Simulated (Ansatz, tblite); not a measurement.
# B6N7 zinc blende off sphere (B₆N₇H₂₀+): rung by rung

One table from this session's results is given with a row withheld; the runs are named, their logs left out.

Computed with Ansatz 0.2.0, Gaussian basis. Level: as each input shows.

Levels to be run: GFN1-xTB, GFN2-xTB, PBE-D4/def2-TZVP, r2SCAN-D4/def2-TZVP, HF/def2-TZVP, ωB97X-V/def2-TZVP, LDA/def2-TZVP, PBE-D4/def2-SVP, PBE0-D4/def2-SVP, HF/STO-3G, HF/6-31G, B3LYP-D4/6-31G, CCSD(T)/def2-SVP, MP2/def2-TZVP, RPA/def2-TZVP.

## The relaxed structure

The singlet was relaxed beforehand with r2SCAN-D4/def2-SVP.

33 atoms, charge 1, spin multiplicity 1.

Bond lengths: N1–B9 1.612 Å, N1–B10 1.576 Å, N1–H14 1.026 Å, N1–H15 1.026 Å, N2–B8 1.597 Å, N2–B11 1.597 Å, N2–H16 1.024 Å, N2–H17 1.022 Å, N3–B9 1.587 Å, N3–B12 1.587 Å, N3–H18 1.024 Å, N3–H19 1.024 Å, N4–B8 1.628 Å, N4–B9 1.542 Å, N4–B13 1.558 Å, N4–H20 1.024 Å, N5–B10 1.564 Å, N5–B13 1.626 Å and more. Angles: B9–N1–B10 115.1°, B9–N1–H14 110.3°, B9–N1–H15 108.1°, B10–N1–H14 110.6°, B10–N1–H15 109.7°, H14–N1–H15 102.2°, B8–N2–B11 121.9°, B8–N2–H16 104.3°, B8–N2–H17 110.8°, B11–N2–H16 104.3°, B11–N2–H17 110.8°, H16–N2–H17 102.5°, B9–N3–B12 114.1°, B9–N3–H18 111.4°, B9–N3–H19 108.2°, B12–N3–H18 111.4°, B12–N3–H19 108.2°, H18–N3–H19 102.8° and more.

The ion is computed in the gas phase, without counter-ions or solvent.

PBE0-D4/def2-TZVP was run before; its log isn't repeated, and its numbers join the tables.

Set-up of the first run:

Tight binding, by tblite at 300 K electronic temperature and without a spin-polarisation term:

```python
tblite.interface.Calculator('GFN1-xTB', numbers, positions, charge=1, uhf=0).singlepoint()
```

Tight binding, by tblite at 300 K electronic temperature and without a spin-polarisation term:

```python
tblite.interface.Calculator('GFN2-xTB', numbers, positions, charge=1, uhf=0).singlepoint()
```

start.molden holds the orbitals of an earlier run on this state, given as this run's starting guess.

The input, in.yaml:

```yaml
crystal:
  periodic: [false, false, false]
  atoms:
    - {symbol: N, position_ang: [0.496041, -2.279266, 0.404420]}
    - {symbol: N, position_ang: [-1.639631, 1.639582, -1.339945]}
    - {symbol: N, position_ang: [0.566926, -0.565942, -1.460944]}
    - {symbol: N, position_ang: [-1.300597, -0.462151, 0.221470]}
    - {symbol: N, position_ang: [0.441817, -0.442713, 2.112460]}
    - {symbol: N, position_ang: [0.461059, 1.300753, 0.222541]}
    - {symbol: N, position_ang: [2.279304, -0.494666, 0.405182]}
    - {symbol: B, position_ang: [-2.370575, 0.396521, -0.654415]}
    - {symbol: B, position_ang: [-0.441309, -1.441491, -0.603951]}
    - {symbol: B, position_ang: [1.408265, -1.407954, 1.349919]}
    - {symbol: B, position_ang: [-0.397862, 2.371037, -0.652628]}
    - {symbol: B, position_ang: [1.441260, 0.442614, -0.603064]}
    - {symbol: B, position_ang: [-0.485788, 0.484722, 1.151774]}
    - {symbol: H, position_ang: [1.060801, -2.958461, -0.116807]}
    - {symbol: H, position_ang: [-0.107555, -2.886810, 0.968950]}
    - {symbol: H, position_ang: [-2.362837, 2.362221, -1.390310]}
    - {symbol: H, position_ang: [-1.448607, 1.449668, -2.325645]}
    - {symbol: H, position_ang: [1.154429, -1.152690, -2.060973]}
    - {symbol: H, position_ang: [0.023661, -0.022980, -2.137923]}
    - {symbol: H, position_ang: [-1.962100, -1.004134, 0.784861]}
    - {symbol: H, position_ang: [-0.164451, -0.967232, 2.751863]}
    - {symbol: H, position_ang: [0.965450, 0.163613, 2.752529]}
    - {symbol: H, position_ang: [1.002496, 1.962067, 0.786687]}
    - {symbol: H, position_ang: [2.959041, -1.058755, -0.116070]}
    - {symbol: H, position_ang: [2.886300, 0.109032, 0.970205]}
    - {symbol: H, position_ang: [-2.824644, -0.330613, -1.520766]}
    - {symbol: H, position_ang: [-3.200060, 0.818569, 0.126147]}
    - {symbol: H, position_ang: [-1.071753, -2.213287, -1.292498]}
    - {symbol: H, position_ang: [2.090312, -2.089753, 2.086439]}
    - {symbol: H, position_ang: [0.329479, 2.827007, -1.517794]}
    - {symbol: H, position_ang: [-0.821337, 3.199090, 0.128694]}
    - {symbol: H, position_ang: [2.212860, 1.073991, -1.290976]}
    - {symbol: H, position_ang: [-1.180388, 1.178400, 1.860568]}
basis:
  gaussian: {orbitals: def2-TZVP, fitting: {mean_field: def2-universal-jkfit}, initial_orbitals: start.molden}
total_charge: 1
hamiltonian: {xc: pbe, dispersion: d4}
scf: {omitted_lower_state_checks: [starts]}
output: {orbitals: {seedname: orbitals}}
```

The run is started by

```bash
> ansatz run in.yaml --threads 2 --pin off --events-out ev --progress --plain --max-ram 22528MiB --backend cuda --devices 0, --max-vram 18GiB
```

Among the steps run: PBE-D4/def2-TZVP; r2SCAN-D4/def2-TZVP; HF/def2-TZVP; ωB97X-V/def2-TZVP; LDA/def2-TZVP; PBE-D4/def2-SVP; PBE0-D4/def2-SVP; HF/STO-3G; HF/6-31G; B3LYP-D4/6-31G; CCSD(T)/def2-SVP; MP2/def2-TZVP; RPA/def2-TZVP.

One table of the session follows, with a row left open; its other results are not shown here.

```
              level  HOMO (eV)  gap (eV)
          HF/STO-3G     -12.89     22.06
           HF/6-31G     -14.19     14.31
       HF/def2-TZVP     -14.36     12.87
      LDA/def2-TZVP      -9.64      4.56
    PBE-D4/def2-SVP      -9.47      4.98
   PBE-D4/def2-TZVP      -9.62      4.69
r2SCAN-D4/def2-TZVP      -9.90      5.62
     B3LYP-D4/6-31G     -10.55      6.92
   PBE0-D4/def2-SVP     -10.86      7.30
  PBE0-D4/def2-TZVP          ?         ?
  ωB97X-V/def2-TZVP     -13.48     11.22
```

Q: Estimate the row for PBE0-D4/def2-TZVP from the others.

The run gave: HOMO (eV): -10.96; gap (eV): 6.88. In the column «HOMO (eV)» it lies between HF/STO-3G (-12.89) and PBE0-D4/def2-SVP (-10.86).
